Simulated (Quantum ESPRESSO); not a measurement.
# FTl in Quantum ESPRESSO: real-space fields with LDA

Aim: the real-space fields of FTl with LDA.

All numbers are computed with Quantum ESPRESSO 7.5; they aren't measurements. Logs are shortened: lines on timing, memory, paths and dates and some standing lists are left out, and cuts for length are marked.

## 1. The molecule as given

The cell holds a molecule in a box, 2 atoms: a = 9.000 Å, b = 9.000 Å, c = 12.000 Å, α = 90.00°, β = 90.00°, γ = 90.00°.

## 2. Real-space fields, LDA

pw.in reads:

```
&CONTROL
  calculation = 'scf'
  prefix = 'pwscf'
  outdir = './tmp'
  pseudo_dir = './pseudo'
  tprnfor = .true.
  disk_io = 'low'
/
&SYSTEM
  ibrav = 0
  celldm(1) = 8
  nat = 2
  ntyp = 2
  ecutwfc = 45
  ecutrho = 360
  nbnd = 16
  occupations = 'smearing'
  smearing = 'fd'
  degauss = 0.00367493
  assume_isolated = 'mt'
/
&ELECTRONS
  conv_thr = 4d-10
  electron_maxstep = 120
  mixing_beta = 0.5
/
ATOMIC_SPECIES
F     18.9984 f_lda_v1.4.uspp.F.UPF
Tl   204.3800 tl_lda_v1.2.uspp.F.UPF
CELL_PARAMETERS alat
  2.1259418902040   0.0000000000000   0.0000000000000
  0.0000000000000   2.1259418902040   0.0000000000000
  0.0000000000000   0.0000000000000   2.8345891869387
ATOMIC_POSITIONS crystal
F      0.5014444400    0.5023333300    0.4159817500
Tl     0.5014444400    0.5023333300    0.5896849200
K_POINTS gamma
```

pp_density.in reads:

```
&INPUTPP
  prefix = 'pwscf'
  outdir = './tmp'
  filplot = 'density.dat'
  plot_num = 0
/
&PLOT
  nfile = 1
  filepp(1) = 'density.dat'
  iflag = 3
  output_format = 6
  fileout = 'density.cube'
/
```

pp_potential.in reads:

```
&INPUTPP
  prefix = 'pwscf'
  outdir = './tmp'
  filplot = 'potential.dat'
  plot_num = 11
/
&PLOT
  nfile = 1
  filepp(1) = 'potential.dat'
  iflag = 3
  output_format = 6
  fileout = 'potential.cube'
/
```

pp_potential_ks.in reads:

```
&INPUTPP
  prefix = 'pwscf'
  outdir = './tmp'
  filplot = 'potential_ks.dat'
  plot_num = 1
/
&PLOT
  nfile = 1
  filepp(1) = 'potential_ks.dat'
  iflag = 3
  output_format = 6
  fileout = 'potential_ks.cube'
/
```

Potentials or basis: GBRV 1.5 LDA.

Launch:

```sh
OMP_NUM_THREADS=1 pw.x -in pw.in > pw.out
OMP_NUM_THREADS=1 pp.x -in pp_density.in > pp_density.out
OMP_NUM_THREADS=1 pp.x -in pp_potential.in > pp_potential.out
OMP_NUM_THREADS=1 pp.x -in pp_potential_ks.in > pp_potential_ks.out
```

pw.out:

```text
This program is part of the open-source Quantum ESPRESSO suite
     for quantum simulation of materials; please cite
         "P. Giannozzi et al., J. Phys.:Condens. Matter 21 395502 (2009);
         "P. Giannozzi et al., J. Phys.:Condens. Matter 29 465901 (2017);
         "P. Giannozzi et al., J. Chem. Phys. 152 154105 (2020);
     in publications or presentations arising from this work. More details at

     gamma-point specific algorithms are used

     G-vector sticks info
     --------------------
     sticks:   dense  smooth     PW     G-vecs:    dense   smooth      PW
     Sum        8293    4149   1041               756957   267749   33473

     Using Slab Decomposition

     bravais-lattice index     =            0
     lattice parameter (alat)  =       8.0000  a.u.
     unit-cell volume          =    6559.3811 (a.u.)^3
     number of atoms/cell      =            2
     number of atomic types    =            2
     number of electrons       =        20.00
     number of Kohn-Sham states=           16
     kinetic-energy cutoff     =      45.0000  Ry
     charge density cutoff     =     360.0000  Ry
     scf convergence threshold =      4.0E-10
     mixing beta               =       0.5000
     number of iterations used =            8  plain     mixing
     Exchange-correlation= SLA  PZ   NOGX NOGC
                           (   1   1   0   0   0   0   0)
     Assuming isolated system, Martyna-Tuckerman method

     celldm(1)=   8.000000  celldm(2)=   0.000000  celldm(3)=   0.000000
     celldm(4)=   0.000000  celldm(5)=   0.000000  celldm(6)=   0.000000

     crystal axes: (cart. coord. in units of alat)
               a(1) = (   2.125942   0.000000   0.000000 )
               a(2) = (   0.000000   2.125942   0.000000 )
               a(3) = (   0.000000   0.000000   2.834589 )

     reciprocal axes: (cart. coord. in units 2 pi/alat)
               b(1) = (  0.470380  0.000000  0.000000 )
               b(2) = (  0.000000  0.470380  0.000000 )
               b(3) = (  0.000000  0.000000  0.352785 )

     PseudoPot. # 1 for F  read from file:
     f_lda_v1.4.uspp.F.UPF
     Pseudo is Ultrasoft, Zval =  7.0
     Generated by new atomic code, or converted to UPF format
     Using radial grid of  799 points,  4 beta functions with:
                l(1) =   0
                l(2) =   0
                l(3) =   1
                l(4) =   1
     Q(r) pseudized with  8 coefficients,  rinner =    0.950   0.950   0.950

     PseudoPot. # 2 for Tl read from file:
     tl_lda_v1.2.uspp.F.UPF
     Pseudo is Ultrasoft + core correction, Zval = 13.0
     Generated by new atomic code, or converted to UPF format
     Using radial grid of  899 points,  6 beta functions with:
                l(1) =   0
                l(2) =   0
                l(3) =   1
                l(4) =   1
                l(5) =   2
                l(6) =   2
     Q(r) pseudized with  6 coefficients,  rinner =    1.100   1.100   1.100
                                                       1.100   1.100

     atomic species   valence    mass     pseudopotential
     F                 7.00    18.99840     F ( 1.00)
     Tl               13.00   204.38000     Tl( 1.00)

     No symmetry found

   Cartesian axes

     site n.     atom                  positions (alat units)
         1        F      tau(   1) = (   1.0660417   1.0679315   1.1791374  )
         2        Tl     tau(   2) = (   1.0660417   1.0679315   1.6715145  )

     number of k points=     1  Fermi-Dirac smearing, width (Ry)=  0.0037
                       cart. coord. in units 2pi/alat
        k(    1) = (   0.0000000   0.0000000   0.0000000), wk =   2.0000000

     Dense  grid:   378479 G-vectors     FFT dimensions: ( 108, 108, 144)

     Smooth grid:   133875 G-vectors     FFT dimensions: (  75,  75, 100)

     Initial potential from superposition of free atoms

     starting charge      19.9966, renormalised to      20.0000

     negative rho (up, down):  4.923E-02 0.000E+00
     Starting wfcs are   13 randomized atomic wfcs +    3 random wfcs

     Self-consistent Calculation

     iteration #  1     ecut=    45.00 Ry     beta= 0.50
     Davidson diagonalization with overlap
     ethr =  1.00E-02,  avg # of iterations = 12.0

     negative rho (up, down):  4.901E-02 0.000E+00

     total energy              =    -193.21710619 Ry
     estimated scf accuracy    <       0.44912782 Ry

     iteration #  2     ecut=    45.00 Ry     beta= 0.50
     Davidson diagonalization with overlap
     ethr =  2.25E-03,  avg # of iterations =  3.0

     negative rho (up, down):  4.905E-02 0.000E+00

     total energy              =    -193.30906207 Ry
     estimated scf accuracy    <       0.31750548 Ry

     iteration #  3     ecut=    45.00 Ry     beta= 0.50
     Davidson diagonalization with overlap
     ethr =  1.59E-03,  avg # of iterations =  2.0

     negative rho (up, down):  5.011E-02 0.000E+00

     total energy              =    -193.37168165 Ry
     estimated scf accuracy    <       0.01494531 Ry

     iteration #  4     ecut=    45.00 Ry     beta= 0.50
     Davidson diagonalization with overlap
     ethr =  7.47E-05,  avg # of iterations = 20.0

     negative rho (up, down):  4.975E-02 0.000E+00

     total energy              =    -193.37605741 Ry
     estimated scf accuracy    <       0.00315632 Ry

     iteration #  5     ecut=    45.00 Ry     beta= 0.50
     Davidson diagonalization with overlap
     ethr =  1.58E-05,  avg # of iterations =  2.0

     negative rho (up, down):  4.965E-02 0.000E+00

     total energy              =    -193.37632959 Ry
     estimated scf accuracy    <       0.00029221 Ry

     iteration #  6     ecut=    45.00 Ry     beta= 0.50
     Davidson diagonalization with overlap
     c_bands:  1 eigenvalues not converged
     ethr =  1.46E-06,  avg # of iterations = 20.0

     negative rho (up, down):  4.973E-02 0.000E+00

     total energy              =    -193.37640299 Ry
     estimated scf accuracy    <       0.00006321 Ry

     iteration #  7     ecut=    45.00 Ry     beta= 0.50
     Davidson diagonalization with overlap
     c_bands:  1 eigenvalues not converged
     ethr =  3.16E-07,  avg # of iterations = 20.0

     negative rho (up, down):  4.975E-02 0.000E+00

     total energy              =    -193.37641751 Ry
     estimated scf accuracy    <       0.00000222 Ry

     iteration #  8     ecut=    45.00 Ry     beta= 0.50
     Davidson diagonalization with overlap
     c_bands:  1 eigenvalues not converged
     ethr =  1.11E-08,  avg # of iterations = 20.0

     negative rho (up, down):  4.976E-02 0.000E+00

     total energy              =    -193.37641884 Ry
     estimated scf accuracy    <       0.00000178 Ry

     iteration #  9     ecut=    45.00 Ry     beta= 0.50
     Davidson diagonalization with overlap
     ethr =  8.92E-09,  avg # of iterations =  3.0

     negative rho (up, down):  4.976E-02 0.000E+00

     total energy              =    -193.37641943 Ry
     estimated scf accuracy    <       0.00000073 Ry

     iteration # 10     ecut=    45.00 Ry     beta= 0.50
     Davidson diagonalization with overlap
     ethr =  3.67E-09,  avg # of iterations =  2.0

     negative rho (up, down):  4.976E-02 0.000E+00

     total energy              =    -193.37641953 Ry
     estimated scf accuracy    <       0.00000003 Ry

     iteration # 11     ecut=    45.00 Ry     beta= 0.50
     Davidson diagonalization with overlap
     ethr =  1.61E-10,  avg # of iterations =  5.0

     negative rho (up, down):  4.976E-02 0.000E+00

     total energy              =    -193.37641957 Ry
     estimated scf accuracy    <          6.5E-09 Ry

     iteration # 12     ecut=    45.00 Ry     beta= 0.50
     Davidson diagonalization with overlap
     ethr =  3.23E-11,  avg # of iterations =  4.0

     negative rho (up, down):  4.976E-02 0.000E+00

     total energy              =    -193.37641957 Ry
     estimated scf accuracy    <          3.4E-09 Ry

     iteration # 13     ecut=    45.00 Ry     beta= 0.50
     Davidson diagonalization with overlap
     ethr =  1.72E-11,  avg # of iterations =  2.0

     negative rho (up, down):  4.976E-02 0.000E+00

     End of self-consistent calculation

          k = 0.0000 0.0000 0.0000 ( 16737 PWs)   bands (ev):

   -25.9210 -15.9631 -15.9631 -15.7532 -15.7532 -15.6738 -10.5222  -7.4604
    -7.4604  -6.9378  -2.3752  -2.3752  -0.7754  -0.1283   1.0417   1.4331

     the Fermi energy is    -5.1554 ev

!    total energy              =    -193.37641957 Ry
     estimated scf accuracy    <          3.9E-11 Ry
     smearing contrib. (-TS)   =      -0.00000000 Ry
     internal energy E=F+TS    =    -193.37641957 Ry

     The total energy is F=E-TS. E is the sum of the following terms:
     one-electron contribution =    -350.76811654 Ry
     hartree contribution      =     182.04991107 Ry
     xc contribution           =     -70.86263492 Ry
     ewald contribution        =      46.20442082 Ry

     convergence has been achieved in  13 iterations

     negative rho (up, down):  4.976E-02 0.000E+00

     Forces acting on atoms (cartesian axes, Ry/au):

     atom    1 type  1   force =    -0.00000110    0.00000038    0.00176933
     atom    2 type  2   force =     0.00000110   -0.00000038   -0.00176933

     Total force =     0.002502     Total SCF correction =     0.000007

=------------------------------------------------------------------------------=
   JOB DONE.
=------------------------------------------------------------------------------=
```

Wall time 4.6 min (1 thread of AMD EPYC (Zen 3), shared host); peak memory 1.3 GiB.

What came out:

* Free energy: -2631.0202 eV
* Largest force: 0.045 eV/Å
* Gap between the frontier levels: 4.56 eV
* Dipole moment: 3.93 D

Forces on the atoms (eV/Å):
```
F    0.000  0.000  0.045
Tl   0.000  0.000 -0.045
```

Caveat: this is a molecule in a periodic box, so the gap is that between its Kohn-Sham HOMO and LUMO and the box isn't a crystal; spin-orbit coupling is left out, which as a rule narrows the gap of such compounds by several tenths of an eV.
